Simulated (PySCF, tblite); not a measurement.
# C5H3F3OS: dynamics, then NMR shifts on frames

How do NMR shifts of C5H3F3OS (`FC(F)(F)Oc1ccsc1`) change as the atoms move?

Programs: tblite 0.8.0 and PySCF 2.14.0, with density-fitted response routines of our own. Each step states its level of theory. These are calculated values for one molecule in the gas phase, unless marked as measured. Atoms are numbered from 0 throughout.

**1. Starting geometry**

13 atoms, charge 0, multiplicity 1; geometry from: GFN2-xTB.

Bonds of the start (Å): F0–C1 1.33, C1–F2 1.35, C1–F3 1.35, C1–O4 1.32, O4–C5 1.40, C5–C6 1.42, C6–C7 1.36, C7–S8 1.71, S8–C9 1.71, C9–C5 1.36, C6–H10 1.07, C7–H11 1.07, C9–H12 1.07.

**2. Thermal motion with GFN2-xTB**

The job: settings as JSON, then the geometry in Å.

```
{"job": {"kind": "md", "xc": "GFN2-xTB", "basis": "xTB", "temperature": 200, "steps": 2000, "every": 50, "frames": 5}, "charge": 0, "multiplicity": 1}
F      2.994818    -1.435596     0.181625
C      1.787121    -1.053477    -0.215925
F      1.934837    -0.504223    -1.435511
F      1.071893    -2.175511    -0.416743
O      1.276562    -0.240347     0.684425
C     -0.003032     0.287346     0.466590
C     -0.844270     0.041080    -0.644298
C     -2.018428     0.714562    -0.533795
S     -2.108437     1.641984     0.904830
C     -0.547720     1.131774     1.385717
H     -0.598493    -0.593793    -1.474928
H     -2.839147     0.717312    -1.221433
H     -0.110092     1.469375     2.301718
```

Level: GFN2-xTB Langevin dynamics, gas phase.

Launch:

```
$ OMP_NUM_THREADS=1 python probes_run.py task.json out
```

The driver reads the jobs from task.json and runs them one after another.

Output:

```text
t/fs     T/K      E/eV
    0.0   166.7   -918.33402
   25.0    82.7   -918.13418
   50.0   125.3   -918.19350
   75.0    87.6   -918.12947
  100.0   178.4   -918.22061
  125.0    80.2   -918.12232
  150.0   125.1   -918.12883
  175.0   190.0   -918.17188
  200.0   131.6   -917.99223
  225.0   247.4   -918.11460
  250.0   175.3   -918.09994
  275.0   218.9   -918.15094
  300.0   157.1   -918.11177
  325.0   156.1   -918.05772
  350.0   168.6   -917.98307
  375.0   258.1   -918.04514
  400.0   250.6   -918.04611
  425.0   205.5   -918.00495
  450.0   233.2   -918.00135
  475.0   234.3   -918.01725
  500.0   218.9   -918.13180
  525.0   170.4   -918.00940
  550.0   183.3   -918.05130
  575.0   205.5   -917.97825
  600.0   212.7   -918.04701
  625.0   225.7   -918.08532
  650.0   227.9   -918.03271
  675.0   196.1   -917.99465
  700.0   213.2   -918.02499
  725.0   171.1   -917.97827
  750.0   207.6   -918.04711
  775.0   144.9   -918.04305
  800.0   171.8   -918.11594
  825.0   146.1   -918.08417
  850.0   172.9   -918.09425
  875.0   215.1   -918.11509
  900.0   173.8   -918.09644
  925.0   166.3   -918.10964
  950.0   190.7   -918.08981
  975.0   125.1   -917.98645
 1000.0   186.9   -918.05462
```

It took 13 s on 1 thread of Arm Neoverse V1, shared host; peak memory 0.18 GiB.

Distance from the start (root mean square after alignment): 0 fs 0.00 Å, 200 fs 0.15 Å, 400 fs 0.15 Å, 600 fs 0.23 Å, 800 fs 0.35 Å, 1000 fs 0.14 Å.

Positions (Å) and forces (eV/Å) at 1000 fs:

```xyz
13

F     2.445   -1.808    0.567   -0.497    0.276   -0.335
C     1.150   -1.635    0.280   -0.297    0.298    0.233
F     0.973   -1.792   -1.052    0.312    0.314    0.343
F     0.512   -2.683    0.812   -0.157   -0.124    0.182
O     0.741   -0.458    0.776    1.965   -0.855   -0.392
C    -0.556   -0.052    0.691   -0.798   -0.261    0.430
C    -1.569   -0.689   -0.028   -2.156    0.512   -0.680
C    -2.783   -0.041    0.128    0.468    0.144    0.544
S    -2.671    1.274    1.245    0.791   -0.365   -0.086
C    -0.981    0.963    1.495   -2.049   -1.137   -1.810
H    -1.516   -1.508   -0.718    0.373   -0.129    0.076
H    -3.790   -0.202   -0.236    0.574   -0.342   -0.168
H    -0.382    1.562    2.037    1.471    1.669    1.662
```

**3. NMR shieldings: 250 fs, PBE0/pcSseg-1**

The job: settings as JSON, then the geometry in Å.

```
{"job": {"kind": "nmr", "xc": "PBE0", "basis": "pcSseg-1", "pop": false}, "charge": 0, "multiplicity": 1}
F      2.794700    -1.511300     0.246300
C      1.531000    -1.163700    -0.049200
F      1.490400    -0.686400    -1.273400
F      0.832400    -2.301800     0.003700
O      1.112400    -0.276400     0.828500
C     -0.152500     0.287400     0.486400
C     -1.132800    -0.231800    -0.445200
C     -2.247800     0.556000    -0.408800
S     -2.134500     1.848400     0.736200
C     -0.520500     1.402400     1.172100
H     -1.078000    -1.053500    -1.052600
H     -3.155900     0.416000    -0.941800
H      0.075400     1.946300     1.938800
```

Level: GIAO PBE0/pcSseg-1 NMR shielding, non-relativistic, gas phase.

Output:

```text
coarse grid: 13264 points
cycle   1  E = -964.2102297172  dE =  2.117e+00  |g| = 1.012e+00  |ddm| = 3.634e+00
cycle   2  E = -964.0748500485  dE =  1.354e-01  |g| = 1.419e+00  |ddm| = 1.190e+00
cycle   3  E = -964.3818112598  dE = -3.070e-01  |g| = 6.100e-02  |ddm| = 6.899e-01
cycle   4  E = -964.3819181804  dE = -1.069e-04  |g| = 5.384e-02  |ddm| = 8.583e-02
cycle   5  E = -964.3825259676  dE = -6.078e-04  |g| = 1.191e-02  |ddm| = 5.468e-02
cycle   6  E = -964.3825588565  dE = -3.289e-05  |g| = 4.122e-03  |ddm| = 1.591e-02
cycle   7  E = -964.3825625689  dE = -3.712e-06  |g| = 8.271e-04  |ddm| = 3.708e-03
final grid: 129928 points
cycle   8  E = -964.4743164066  dE = -4.110e-05  |g| = 1.136e-02  |ddm| = 3.257e-02
cycle   9  E = -964.4742814210  dE =  3.499e-05  |g| = 1.708e-02  |ddm| = 2.239e-02
cycle  10  E = -964.4743423436  dE = -6.092e-05  |g| = 1.286e-03  |ddm| = 1.513e-02
cycle  11  E = -964.4743427123  dE = -3.687e-07  |g| = 4.500e-04  |ddm| = 1.556e-03
cycle  12  E = -964.4743427588  dE = -4.653e-08  |g| = 1.099e-04  |ddm| = 4.240e-04
cycle  13  E = -964.4743427609  dE = -2.034e-09  |g| = 5.002e-05  |ddm| = 1.110e-04
cycle  14  E = -964.4743427613  dE = -4.554e-10  |g| = 5.826e-06  |ddm| = 4.603e-05
converged SCF energy = -964.4743427613

GIAO shielding tensors (ppm)
atom      isotropic    diamagn.    paramagn.     s11        s22        s33       span
  0 F      244.124     468.055    -223.932    169.564    197.981    364.826    195.262
  1 C       57.425     238.552    -181.127     50.958     56.772     64.546     13.588
  2 F      254.072     475.133    -221.061    189.906    228.534    343.775    153.869
  3 F      246.983     473.882    -226.899    172.953    212.664    355.331    182.378
  4 O      164.424     399.940    -235.517    115.809    174.780    202.681     86.872
  5 C       29.735     252.799    -223.064    -40.494     50.447     79.252    119.747
  6 C       61.625     251.322    -189.697    -24.435     52.227    157.084    181.519
  7 C       47.342     259.768    -212.425    -49.186     41.066    150.147    199.333
  8 S      298.812    1054.990    -756.178    142.686    325.708    428.041    285.355
  9 C       64.297     256.048    -191.751    -12.761     61.618    144.034    156.795
 10 H       25.091      32.931      -7.841     21.038     23.773     30.461      9.424
 11 H       24.428      30.379      -5.951     21.696     24.890     26.699      5.003
 12 H       23.729      29.017      -5.288     19.905     25.291     25.990      6.084
```

Run time: 26 s. Hardware: 1 thread of Arm Neoverse V1, shared host; peak memory 0.82 GiB.

Shifts follow as δ = σ(reference) − σ, with reference shieldings (ppm) from runs at the same level and on the same kind of geometry: ¹H TMS 31.72, ¹³C TMS 186.9, ¹⁹F CFCl3 170.9, ¹⁷O H2O 336.1, ³³S CS2 504. The references are single molecules in the gas phase, so shifts against H2O, NH3, PH3, H3PO4 or CFCl3 are not on the usual liquid scales and can be off by tens of ppm. Each atom is listed at this fixed geometry, with no averaging over motion; a spectrum would average atoms that exchange fast.

| atoms | environment | σ (ppm) | δ (ppm) |
| --- | --- | --- | --- |
| C5 | aromatic carbon bearing oxygen | 29.7 | 157.2 |
| C7 | aromatic CH next to the ring sulfur | 47.3 | 139.6 |
| C1 | CF3 carbon | 57.4 | 129.5 |
| C6 | aromatic CH | 61.6 | 125.3 |
| C9 | aromatic CH next to the ring sulfur | 64.3 | 122.6 |
| H12 | hydrogen on an aromatic CH next to the ring sulfur | 23.73 | 7.99 |
| H11 | hydrogen on an aromatic CH next to the ring sulfur | 24.43 | 7.29 |
| H10 | hydrogen on an aromatic CH | 25.09 | 6.63 |
| F0 | fluorine of an OCF3 group | 244.1 | -73.2 |
| F3 | fluorine of an OCF3 group | 247.0 | -76.0 |
| F2 | fluorine of an OCF3 group | 254.1 | -83.1 |
| O4 | ether oxygen | 164.4 | 171.7 |
| S8 | aromatic ring sulfur | 299 | 205 |

Ring of atoms C5, C6, C7, S8, C9: NICS(0) -14.1, NICS(1) -10.9, NICS(1)zz -24.9 ppm (means of both faces).

**4. Nuclear shieldings: 425 fs, PBE0/pcSseg-1**

The job: settings as JSON, then the geometry in Å.

```
{"job": {"kind": "nmr", "xc": "PBE0", "basis": "pcSseg-1", "pop": false}, "charge": 0, "multiplicity": 1}
F      2.658400    -1.455200     0.787400
C      1.427200    -1.369100     0.262300
F      1.546600    -1.024600    -1.013800
F      0.987200    -2.597700     0.245600
O      0.783200    -0.510600     1.048300
C     -0.421300     0.094900     0.659900
C     -1.365600    -0.481400    -0.266200
C     -2.493600     0.249600    -0.252800
S     -2.531300     1.522400     0.784700
C     -0.952000     1.168200     1.316800
H     -1.134300    -1.355200    -0.863700
H     -3.418700     0.024300    -0.796700
H     -0.383500     1.778900     1.928100
```

Method: GIAO PBE0/pcSseg-1 NMR shielding, non-relativistic, gas phase.

Output:

```text
coarse grid: 13264 points
cycle   1  E = -964.2031631303  dE =  2.303e+00  |g| = 1.019e+00  |ddm| = 3.675e+00
cycle   2  E = -964.0660938143  dE =  1.371e-01  |g| = 1.424e+00  |ddm| = 1.206e+00
cycle   3  E = -964.3790018293  dE = -3.129e-01  |g| = 6.092e-02  |ddm| = 6.983e-01
cycle   4  E = -964.3791111407  dE = -1.093e-04  |g| = 5.348e-02  |ddm| = 8.126e-02
cycle   5  E = -964.3796755656  dE = -5.644e-04  |g| = 1.098e-02  |ddm| = 5.105e-02
cycle   6  E = -964.3797017335  dE = -2.617e-05  |g| = 4.436e-03  |ddm| = 1.502e-02
cycle   7  E = -964.3797062123  dE = -4.479e-06  |g| = 6.240e-04  |ddm| = 3.880e-03
final grid: 129928 points
cycle   8  E = -964.4689104541  dE = -3.996e-05  |g| = 1.119e-02  |ddm| = 2.980e-02
cycle   9  E = -964.4688786824  dE =  3.177e-05  |g| = 1.651e-02  |ddm| = 2.214e-02
cycle  10  E = -964.4689355684  dE = -5.689e-05  |g| = 1.196e-03  |ddm| = 1.467e-02
cycle  11  E = -964.4689358799  dE = -3.116e-07  |g| = 4.158e-04  |ddm| = 1.414e-03
cycle  12  E = -964.4689359182  dE = -3.831e-08  |g| = 1.125e-04  |ddm| = 3.980e-04
cycle  13  E = -964.4689359204  dE = -2.184e-09  |g| = 4.853e-05  |ddm| = 1.215e-04
cycle  14  E = -964.4689359209  dE = -4.732e-10  |g| = 6.415e-06  |ddm| = 4.862e-05
converged SCF energy = -964.4689359209

GIAO shielding tensors (ppm)
atom      isotropic    diamagn.    paramagn.     s11        s22        s33       span
  0 F      233.685     468.787    -235.102    163.394    176.476    361.184    197.790
  1 C       59.279     235.376    -176.098     54.115     57.152     66.570     12.455
  2 F      253.499     475.143    -221.644    182.166    223.276    355.056    172.890
  3 F      252.637     470.332    -217.696    189.407    227.258    341.246    151.839
  4 O      175.466     398.479    -223.012    134.562    172.984    218.853     84.291
  5 C       25.763     251.341    -225.578    -50.915     44.155     84.050    134.965
  6 C       63.222     253.700    -190.478     -9.482     46.999    152.148    161.630
  7 C       64.338     259.317    -194.979    -22.516     52.692    162.839    185.355
  8 S      359.144    1056.342    -697.197    199.949    375.355    502.128    302.179
  9 C       73.634     256.462    -182.828      2.958     64.925    153.020    150.062
 10 H       24.364      31.409      -7.045     19.931     24.585     28.576      8.644
 11 H       24.752      28.690      -3.937     20.611     24.898     28.748      8.137
 12 H       25.749      31.735      -5.986     21.987     27.045     28.215      6.228
```

Run time: 25 s. Hardware: 1 thread of Arm Neoverse V1, shared host; peak memory 0.88 GiB.

In short: δ C5 161.2, C1 127.6, C6 123.7, C7 122.6, H10 7.35, H11 6.96 ppm.

(Part 1 of 2 ends here.)
